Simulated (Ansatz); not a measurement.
# C₃H₄In+: an energy map over two coordinates

Aim: map the energy of C₃H₄In, SMILES [CH2+]C#[C][InH2], charge +1 over two coordinates, and find its wells, ridges and stiffness.

Method: RKS PBE0-D4/def2-SVP; program: Ansatz 0.2.0.

### 1 The starting structure

SMILES `[CH2+]C#[C][InH2]`, 8 atoms, charge 1, spin multiplicity 1.

Atoms are counted from 1 here; the program's logs count them from 0.

Bond lengths: C1–C2 1.347 Å, C1–H5 1.108 Å, C1–H6 1.108 Å, C2–C3 1.270 Å, C3–In4 2.235 Å, In4–H7 1.710 Å, In4–H8 1.708 Å. Angles: C2–C1–H5 121.1°, C2–C1–H6 121.1°, H5–C1–H6 117.8°, C1–C2–C3 179.8°, C2–C3–In4 178.9°, C3–In4–H7 106.4°, C3–In4–H8 108.0°, H7–In4–H8 145.6°.

Coordinates:

```xyz
8
C3H4In
C     1.7617    1.4540   -0.2491
C     0.7343    0.5977   -0.0903
C    -0.2357   -0.2092    0.0563
In   -1.9578   -1.6161    0.2771
H     1.7178    2.4829    0.1597
H     2.6787    1.1533   -0.7937
H    -2.9594   -1.3695   -1.0864
H    -1.7397   -2.4932    1.7264
```

This geometry comes from a loose relaxation at PBE in a small basis, which is not shown.

### 3 The grid

First coordinate, umbrella angle at In4 (between each of its bonds and their common axis; 90 is planar): 13 values from 66 to 114 °. Second coordinate, change of the bonds In4–C3, In4–H7, In4–H8, all alike: 13 values from −0.207 to 0.320 Å.

Nothing else is relaxed (all other coordinates rigid). Energies count from the relaxed molecule at the same level. Points are written as (first, second).

(The set-up runs are not shown.)

### 4 Point (90°, 0.013 Å)

Input file input.yaml:

```yaml
crystal:
  periodic: [false, false, false]
  atoms:
    - { symbol: C, position_ang: [1.766001, 1.452777, -0.242825] }
    - { symbol: C, position_ang: [0.739295, 0.607659, -0.100997] }
    - { symbol: C, position_ang: [-0.227709, -0.187921, 0.032236] }
    - { symbol: In, position_ang: [-1.968864, -1.619527, 0.270716] }
    - { symbol: H, position_ang: [1.72068, 2.471338, 0.168668] }
    - { symbol: H, position_ang: [2.679149, 1.14857, -0.774281] }
    - { symbol: H, position_ang: [-2.971529, -1.373973, -1.087886] }
    - { symbol: H, position_ang: [-1.692796, -2.462218, 1.728439] }
total_charge: 1
basis:
  gaussian: { orbitals: def2-SVP }
hamiltonian:
  xc: pbe0
  dispersion: d4
output:
  forces: true
```

Started as:

```
$ ansatz run input.yaml --threads 1 --pin off --max-ram 2560MiB --backend cpu --events-out ev --progress --plain --runs-dir out
```

The session goes on with these runs: the other points that were computed.

Before running it: what results should come out? Wanted: lowest point; highest computed point; largest force on an atom.

The runs gave:

```
                       quantity                                                                        value
                   lowest point                                                (90°, 0.013 Å), 0.07 kcal/mol
         highest computed point                             (114°, −0.207 Å), 48.5 kcal/mol above the lowest
largest force on an atom (eV/Å)  0.17 at (90°, 0.013 Å) to 4.96 at (66°, −0.207 Å); 0.17 at the lowest point
        time for the whole task                                             9.5 min on 1 thread, shared host
```

What this shows: The lowest computed point is at (90°, 0.013 Å), 0.07 kcal/mol from the relaxed molecule at the same level. The grid is coarse, so the lowest point of the scanned range may lie between grid points; coordinates that were held can hide deeper minima. The grid shows no other well, apart from its symmetry copies. The highest computed point, (114°, −0.207 Å), lies 48.5 kcal/mol above the lowest. Round the minimum the two coordinates are nearly uncoupled.
